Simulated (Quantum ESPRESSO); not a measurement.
# Zr3BF5 (P-62m) in Quantum ESPRESSO: single point with rev-vdW-DF2

Aim: the single point of Zr3BF5 with rev-vdW-DF2.

Everything below comes from runs of Quantum ESPRESSO 7.5. Logs are shortened: lines on timing, memory, paths and dates and some standing lists are left out, and cuts for length are marked.

## 1. Starting point

Symmetry: P-62m, No. 189, hexagonal system. Conventional cell: a = 5.878 Å, b = 5.878 Å, c = 3.615 Å, α = 90.00°, β = 90.00°, γ = 120.00°. Zr (site symmetry m2m) is surrounded by 1 B at 2.39 Å and 4 F at 2.54 Å. B (site symmetry -62m) is surrounded by 6 F at 2.28 Å and 3 Zr at 2.39 Å. Around F (site symmetry m2m) lie 2 B at 2.28 Å and 4 F at 2.30 to 2.41 Å. F (site symmetry -6) is surrounded by 3 F at 2.30 Å and 6 Zr at 2.54 Å.

The cell was built by a generator and needn't be a form met in nature.

## 2. Single point, rev-vdW-DF2

pw.in

```
&CONTROL
  calculation = 'scf'
  prefix = 'pwscf'
  outdir = './tmp'
  pseudo_dir = './pseudo'
  tprnfor = .true.
  tstress = .true.
  disk_io = 'nowf'
/
&SYSTEM
  ibrav = 0
  nat = 9
  ntyp = 3
  ecutwfc = 45
  ecutrho = 360
  nbnd = 49
  input_dft = 'vdw-df2-b86r'
  occupations = 'smearing'
  smearing = 'mv'
  degauss = 0.00734986
/
&ELECTRONS
  conv_thr = 1.8d-09
  electron_maxstep = 120
  mixing_beta = 0.5
  diagonalization = 'rmm-paro'
/
ATOMIC_SPECIES
Zr    91.2240 zr_lda_v1.uspp.F.UPF
B     10.8100 b_lda_v1.4.uspp.F.UPF
F     18.9984 f_lda_v1.4.uspp.F.UPF
CELL_PARAMETERS angstrom
   5.8781226700    0.0000000000    0.0000000000
  -2.9390613400    5.0906035600    0.0000000000
   0.0000000000    0.0000000000    3.6146576900
ATOMIC_POSITIONS crystal
Zr     0.5930799200    0.0000000000    0.5000000000
Zr     0.4069200800    0.4069200800    0.5000000000
Zr     0.0000000000    0.5930799200    0.5000000000
B      0.0000000000    0.0000000000    0.5000000000
F      0.2364990000    0.0000000000    0.0000000000
F      0.0000000000    0.2364990000    0.0000000000
F      0.6666666700    0.3333333300    0.0000000000
F      0.3333333300    0.6666666700    0.0000000000
F      0.7635010000    0.7635010000    0.0000000000
K_POINTS automatic
5 5 7 1 1 1
```

Potentials or basis: GBRV 1.5 LDA.

On the command line:

```console
$ OMP_NUM_THREADS=1 pw.x -in pw.in > pw.out
```

pw.out:

```text
This program is part of the open-source Quantum ESPRESSO suite
     for quantum simulation of materials; please cite
         "P. Giannozzi et al., J. Phys.:Condens. Matter 21 395502 (2009);
         "P. Giannozzi et al., J. Phys.:Condens. Matter 29 465901 (2017);
         "P. Giannozzi et al., J. Chem. Phys. 152 154105 (2020);
     in publications or presentations arising from this work. More details at

     IMPORTANT: XC functional enforced from input :
     Exchange-correlation= VDW-DF2-B86R
                           (   1   4  26   0   2   0   0)
     Any further DFT definition will be discarded
     Please, verify this is what you really want

     Message from routine setup:
     using ibrav=0 with symmetry is DISCOURAGED, use correct ibrav instead

     G-vector sticks info
     --------------------
     sticks:   dense  smooth     PW     G-vecs:    dense   smooth      PW
     Sum        3055    1531    475                84215    29843    5087

     Using Slab Decomposition

     bravais-lattice index     =            0
     lattice parameter (alat)  =      11.1080  a.u.
     unit-cell volume          =     729.9140 (a.u.)^3
     number of atoms/cell      =            9
     number of atomic types    =            3
     number of electrons       =        74.00
     number of Kohn-Sham states=           49
     kinetic-energy cutoff     =      45.0000  Ry
     charge density cutoff     =     360.0000  Ry
     scf convergence threshold =      1.8E-09
     mixing beta               =       0.5000
     number of iterations used =            8  plain     mixing
     Exchange-correlation= VDW-DF2-B86R
                           (   1   4  26   0   2   0   0)

     celldm(1)=  11.108042  celldm(2)=   0.000000  celldm(3)=   0.000000
     celldm(4)=   0.000000  celldm(5)=   0.000000  celldm(6)=   0.000000

     crystal axes: (cart. coord. in units of alat)
               a(1) = (   1.000000   0.000000   0.000000 )
               a(2) = (  -0.500000   0.866025   0.000000 )
               a(3) = (   0.000000   0.000000   0.614934 )

     reciprocal axes: (cart. coord. in units 2 pi/alat)
               b(1) = (  1.000000  0.577350 -0.000000 )
               b(2) = (  0.000000  1.154701  0.000000 )
               b(3) = (  0.000000 -0.000000  1.626191 )

     PseudoPot. # 1 for Zr read from file:
     zr_lda_v1.uspp.F.UPF
     Pseudo is Ultrasoft + core correction, Zval = 12.0
     Generated by new atomic code, or converted to UPF format
     Using radial grid of  887 points,  6 beta functions with:
                l(1) =   0
                l(2) =   0
                l(3) =   1
                l(4) =   1
                l(5) =   2
                l(6) =   2
     Q(r) pseudized with  6 coefficients,  rinner =    1.200   1.200   1.200
                                                       1.200   1.200

     PseudoPot. # 2 for B  read from file:
     b_lda_v1.4.uspp.F.UPF
     Pseudo is Ultrasoft + core correction, Zval =  3.0
     Generated by new atomic code, or converted to UPF format
     Using radial grid of  781 points,  4 beta functions with:
                l(1) =   0
                l(2) =   0
                l(3) =   1
                l(4) =   1
     Q(r) pseudized with  8 coefficients,  rinner =    1.100   1.100   1.100

     PseudoPot. # 3 for F  read from file:
     f_lda_v1.4.uspp.F.UPF
     Pseudo is Ultrasoft, Zval =  7.0
     Generated by new atomic code, or converted to UPF format
     Using radial grid of  799 points,  4 beta functions with:
                l(1) =   0
                l(2) =   0
                l(3) =   1
                l(4) =   1
     Q(r) pseudized with  8 coefficients,  rinner =    0.950   0.950   0.950

     atomic species   valence    mass     pseudopotential
     Zr               12.00    91.22400     Zr( 1.00)
     B                 3.00    10.81000     B ( 1.00)
     F                 7.00    18.99840     F ( 1.00)

     12 Sym. Ops. (no inversion) found

   Cartesian axes

     site n.     atom                  positions (alat units)
         1        Zr     tau(   1) = (   0.5930799   0.0000000   0.3074670  )
         2        Zr     tau(   2) = (   0.2034600   0.3524031   0.3074670  )
         3        Zr     tau(   3) = (  -0.2965400   0.5136223   0.3074670  )
         4        B      tau(   4) = (   0.0000000   0.0000000   0.3074670  )
         5        F      tau(   5) = (   0.2364990   0.0000000   0.0000000  )
         6        F      tau(   6) = (  -0.1182495   0.2048141   0.0000000  )
         7        F      tau(   7) = (   0.5000000   0.2886751   0.0000000  )
         8        F      tau(   8) = (  -0.0000000   0.5773503   0.0000000  )
         9        F      tau(   9) = (   0.3817505   0.6612113   0.0000000  )

     number of k points=    36  Marzari-Vanderbilt smearing, width (Ry)=  0.0073
                       cart. coord. in units 2pi/alat
        k(    1) = (   0.1000000   0.1732051   0.1161565), wk =   0.0457143
        k(    2) = (   0.1000000   0.1732051   0.3484694), wk =   0.0457143
        k(    3) = (   0.1000000   0.1732051   0.5807824), wk =   0.0457143
        k(    4) = (   0.1000000   0.1732051  -0.8130953), wk =   0.0228571
        k(    5) = (   0.1000000   0.4041452   0.1161565), wk =   0.0914286
        k(    6) = (   0.1000000   0.4041452   0.3484694), wk =   0.0914286
[... 28 lines left out ...]
        k(   35) = (  -0.5000000  -0.8660254   0.5807824), wk =   0.0228571
        k(   36) = (  -0.5000000  -0.8660254  -0.8130953), wk =   0.0114286

     Dense  grid:    84215 G-vectors     FFT dimensions: (  72,  72,  45)

     Smooth grid:    29843 G-vectors     FFT dimensions: (  48,  48,  30)

     Initial potential from superposition of free atoms

     starting charge      73.9944, renormalised to      74.0000

     negative rho (up, down):  1.796E-01 0.000E+00

     %%%%%%%%%%%%%%%%%%%%%%%%%%%%%%%%%%%%%%%%%%%%%%%%%%%%%%%%%%%%%%%%%%%%%%%%
     %                                                                      %
     % You are using vdW-DF, which was implemented by the Thonhauser group. %
     % Please cite the following two papers that made this development      %
     % possible and the two reviews that describe the various versions:     %
     %                                                                      %
     %   T. Thonhauser et al., PRL 115, 136402 (2015).                      %
     %   T. Thonhauser et al., PRB 76, 125112 (2007).                       %
     %   K. Berland et al., Rep. Prog. Phys. 78, 066501 (2015).             %
     %   D.C. Langreth et al., J. Phys.: Condens. Matter 21, 084203 (2009). %
     %                                                                      %
     % If you are calculating stress with vdW-DF, please also cite:         %
     %                                                                      %
     %   R. Sabatini et al., J. Phys.: Condens. Matter 24, 424209 (2012).   %
     %                                                                      %
     %%%%%%%%%%%%%%%%%%%%%%%%%%%%%%%%%%%%%%%%%%%%%%%%%%%%%%%%%%%%%%%%%%%%%%%%

     %%%%%%%%%%%%%%%%%%%%%%%%%%%%%%%%%%%%%%%%%%%%%%%%%%%%%%%%%%%%%%%%%%%%%%%%
     %                                                                      %
     %  vdW-DF NEWS:                                                        %
     %                                                                      %
     %  * vdW-DF3 is now available. DOI: 10.1021/acs.jctc.0c00471           %
     %    use with input_dft = 'vdW-DF3-opt1' or 'vdW-DF3-opt2'             %
     %                                                                      %
     %  * Unscreened and range-separated hybrid vdW-DF-cx functionals       %
     %    DOI: 10.1063/1.4986522 and 10.1088/1361-648X/ac2ad2               %
     %    use with input_dft = 'vdW-DF-cx0'    and 'vdW-DF-ahcx'            %
     %  * Unscreened and range-separated hybrid vdW-DF2-b86r functionals    %
     %    DOI: 10.1063/1.4986522 and DOI: 10.1103/PhysRevX.12.041003        %
     %    use with input_dft = 'vdW-DF2-br0' and 'vdW-DF2-ahbr'             %
     %                                                                      %
     %%%%%%%%%%%%%%%%%%%%%%%%%%%%%%%%%%%%%%%%%%%%%%%%%%%%%%%%%%%%%%%%%%%%%%%%

     Starting wfcs are   63 randomized atomic wfcs

     Self-consistent Calculation

     iteration #  1     ecut=    45.00 Ry     beta= 0.50
     ParO style diagonalization
     ethr =  1.00E-02,  avg # of iterations =  3.0

     negative rho (up, down):  1.805E-01 0.000E+00

     total energy              =    -548.38750547 Ry
     estimated scf accuracy    <       1.50413515 Ry

     iteration #  2     ecut=    45.00 Ry     beta= 0.50
     RMM-DIIS diagonalization
     ethr =  2.03E-03,  avg # of iterations =  3.1

     negative rho (up, down):  1.798E-01 0.000E+00

     total energy              =    -548.53737241 Ry
     estimated scf accuracy    <       2.09214991 Ry
[... 73 lines left out ...]
     iteration # 11     ecut=    45.00 Ry     beta= 0.50
     ParO style diagonalization
     ethr =  5.41E-11,  avg # of iterations =  7.1

     negative rho (up, down):  1.786E-01 0.000E+00

     total energy              =    -548.94700449 Ry
     estimated scf accuracy    <       0.00000003 Ry

     iteration # 12     ecut=    45.00 Ry     beta= 0.50
     RMM-DIIS diagonalization
     ethr =  3.80E-11,  avg # of iterations =  2.7

     negative rho (up, down):  1.786E-01 0.000E+00

     End of self-consistent calculation

          k = 0.1000 0.1732 0.1162 (  3702 PWs)   bands (ev):

   -36.8027 -36.7079 -36.7013 -15.3561 -15.0909 -14.9549 -14.9472 -14.8945
   -14.8235 -14.5619 -14.3358 -14.3038 -12.6426 -12.1332 -10.9613 -10.5640
   -10.5453   4.1639   4.2249   4.7954   5.0089   5.1795   5.4399   5.9317
     6.3704   7.0714   7.1486   7.2877   7.5182   8.1076   8.4292   8.6672
     8.8844  11.0235  12.1904  12.2456  12.9940  13.0998  13.6118  13.9220
    14.6227  14.7374  14.7845  14.9644  15.0939  15.5024  15.7877  15.7920
    15.9379

          k = 0.1000 0.1732 0.3485 (  3717 PWs)   bands (ev):

   -36.7983 -36.7043 -36.6977 -15.2883 -15.2750 -15.0161 -15.0062 -14.8650
   -14.8017 -14.5345 -14.3238 -14.2980 -12.4706 -12.2539 -10.9652 -10.5798
   -10.5518   4.3577   4.4065   4.6199   4.9318   4.9785   5.3217   5.6132
     6.1894   6.8396   6.8531   7.2647   7.5083   8.0835   8.5202   8.6684
     9.7962  11.4757  12.5025  12.5419  13.0377  13.2681  14.0758  14.2488
    14.6509  14.7761  14.9286  14.9466  15.0666  15.5139  15.8335  15.9359
    16.0783
[... 313 lines left out ...]
   -36.7687 -36.7337 -36.6984 -15.2186 -15.2023 -15.0606 -15.0115 -14.8447
   -14.7150 -14.5527 -14.5267 -14.3132 -12.3702 -12.3029 -11.0821 -10.5592
   -10.4795   4.3929   4.5993   4.8259   4.8933   5.0145   5.1726   5.5143
     6.4796   6.6542   6.8468   6.8761   7.3748   7.9899   8.6707   8.7646
     9.9501  11.4833  11.9801  12.0032  12.9026  13.7734  14.1142  14.5522
    14.5674  14.8247  14.9022  15.0322  15.2014  15.6352  15.8510  15.9243
    16.1521

          k =-0.5000-0.8660 0.5808 (  3716 PWs)   bands (ev):

   -36.7636 -36.7289 -36.6939 -15.3720 -15.2482 -15.0875 -15.0425 -14.7922
   -14.6799 -14.5320 -14.5132 -14.3047 -12.3718 -12.3123 -11.1023 -10.5519
   -10.4604   4.5200   4.5339   4.7220   4.8466   4.9971   5.0494   5.1989
     6.3802   6.4194   6.5719   6.8267   7.3340   8.0552   8.7015   8.7820
    10.5150  12.1213  12.5323  12.5816  13.0100  14.0194  14.0852  14.1053
    14.7135  14.7663  15.2444  15.3680  15.6608  15.7953  16.0320  16.1693
    17.0552

          k =-0.5000-0.8660-0.8131 (  3712 PWs)   bands (ev):

   -36.7613 -36.7267 -36.6919 -15.4343 -15.2867 -15.1207 -15.0122 -14.7718
   -14.6654 -14.5225 -14.5070 -14.3010 -12.4067 -12.2900 -11.1110 -10.5483
   -10.4518   4.5486   4.5889   4.6797   4.7515   4.9500   5.0409   5.0732
     6.2010   6.3437   6.5524   6.8628   7.3077   8.0913   8.7169   8.7889
    10.7230  12.4121  12.7875  12.8340  13.2118  13.7704  13.9480  14.0860
    14.7796  14.8241  15.3656  15.4334  15.6265  16.1473  16.3291  16.4949
    17.9462

     the Fermi energy is    13.1789 ev

!    total energy              =    -548.94700450 Ry
     estimated scf accuracy    <          3.5E-10 Ry
     smearing contrib. (-TS)   =       0.00040465 Ry
     internal energy E=F+TS    =    -548.94740915 Ry

     The total energy is F=E-TS. E is the sum of the following terms:
     one-electron contribution =    -114.76735993 Ry
     hartree contribution      =     103.09417039 Ry
     xc contribution           =    -103.92161817 Ry
     ewald contribution        =    -433.35260145 Ry

     convergence has been achieved in  12 iterations

     negative rho (up, down):  1.786E-01 0.000E+00

     Forces acting on atoms (cartesian axes, Ry/au):

     atom    1 type  1   force =     0.02655683    0.00000000    0.00000000
     atom    2 type  1   force =    -0.01327841   -0.02299889    0.00000000
     atom    3 type  1   force =    -0.01327841    0.02299889   -0.00000000
     atom    4 type  2   force =    -0.00000000   -0.00000000    0.00000000
     atom    5 type  3   force =     0.04660195    0.00000000   -0.00000000
     atom    6 type  3   force =    -0.02330097    0.04035847    0.00000000
     atom    7 type  3   force =    -0.00000000   -0.00000000   -0.00000000
     atom    8 type  3   force =     0.00000000    0.00000000   -0.00000000
     atom    9 type  3   force =    -0.02330097   -0.04035847    0.00000000

     Total force =     0.092903     Total SCF correction =     0.000005

     Computing stress (Cartesian axis) and pressure

     negative rho (up, down):  1.786E-01 0.000E+00
          total   stress  (Ry/bohr**3)                   (kbar)     P=       -7.58
  -0.00018736  -0.00000000   0.00000000          -27.56       -0.00        0.00
  -0.00000000  -0.00018736   0.00000000           -0.00      -27.56        0.00
   0.00000000   0.00000000   0.00022010            0.00        0.00       32.38

=------------------------------------------------------------------------------=
   JOB DONE.
=------------------------------------------------------------------------------=
```

Run time: 3.1 min. Hardware: 1 thread of Intel Xeon 6975P-C (Granite Rapids), shared host; peak memory 0.43 GiB.

Results:

* Free energy: -7468.8045 eV
* Pressure: -0.8 GPa
* Largest force: 1.198 eV/Å
* Band gap on the k mesh: none (metal or under the smearing width)

Forces in eV/Å, atoms in the order of the input:
```
Zr   0.683  0.000  0.000
Zr  -0.341 -0.591  0.000
Zr  -0.341  0.591  0.000
B    0.000  0.000  0.000
F    1.198  0.000  0.000
F   -0.599  1.038  0.000
F    0.000  0.000  0.000
F    0.000  0.000  0.000
F   -0.599 -1.038  0.000
```

Caveat: the potentials were made for another functional, which shifts forces and pressure.
